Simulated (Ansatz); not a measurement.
This script drives the Python package of Ansatz (0.2.0).

The script reads `cdte.xyz`:
```text
2
Lattice="0.0 3.205 3.205 3.205 0.0 3.205 3.205 3.205 0.0" Properties=species:S:1:pos:R:3 pbc="T T T"
Cd    0.00000000    0.00000000    0.00000000
Te    1.60250000    1.60250000    1.60250000
```

Script `cdte_dfpt.py`:
```python
'''Zone-centre and zone-boundary phonons of CdTe by linear response.'''

from pathlib import Path
import logging
import sys
import warnings

import ansatz as az
import numpy as np

logging.basicConfig(stream=sys.stdout, format='[%(levelname)s] %(message)s')
log = logging.getLogger('calc')
log.setLevel(logging.INFO)

warnings.simplefilter('ignore', az.DeckWarning)

system = az.Crystal.from_extxyz('cdte.xyz')

setup = system.calculation()
setup = setup.occupations('fixed')
setup = setup.functional('pbe').basis(470)
setup = setup.kpoints(6, 6, 6)
setup = setup.phonons('dfpt', points=[(0, 0, 0), (0.5, 0.5, 0.5), (0, 0, 0.5)])
outcome = setup.run(threads=1, runs_dir='runs')
ph = outcome.phonons

for q in ph.qpoints:
    thz = np.asarray(q.omega_inv_cm) / 33.35641
    print('q = ({:.2f}, {:.2f}, {:.2f})'.format(*q.q_frac), np.round(thz, 2) + 0.0, 'THz')
```

It is started by `python cdte_dfpt.py`. How long does it take on 1 thread of Arm Neoverse V1, with other jobs on the host, and how much memory does it need?

It took about 80 s, with a peak of 0.71 GiB, for 1 run of the engine.

```console
$ python cdte_dfpt.py
q = (0.00, 0.00, 0.00) [0.   0.   0.   4.62 4.62 4.62] THz
q = (0.50, 0.50, 0.50) [0.57 0.57 3.25 4.76 4.76 4.76] THz
q = (0.00, 0.00, 0.50) [0.57 0.57 3.25 4.76 4.76 4.76] THz
```

Notes:
- The cell isn't relaxed first, so the values belong to this volume.
- Of the deposited cell: the entry's cell lengths or inner coordinates differ somewhat from later room-temperature determinations.
- No non-analytic term is added, so at the zone centre the longitudinal optical modes of a polar crystal aren't split off.
- The structure is a deposited one; some such entries were measured under pressure or heat, so a shift against it needn't be the functional's error alone.
- The structure is taken as given; imaginary modes can come from an unrelaxed or unstable start.
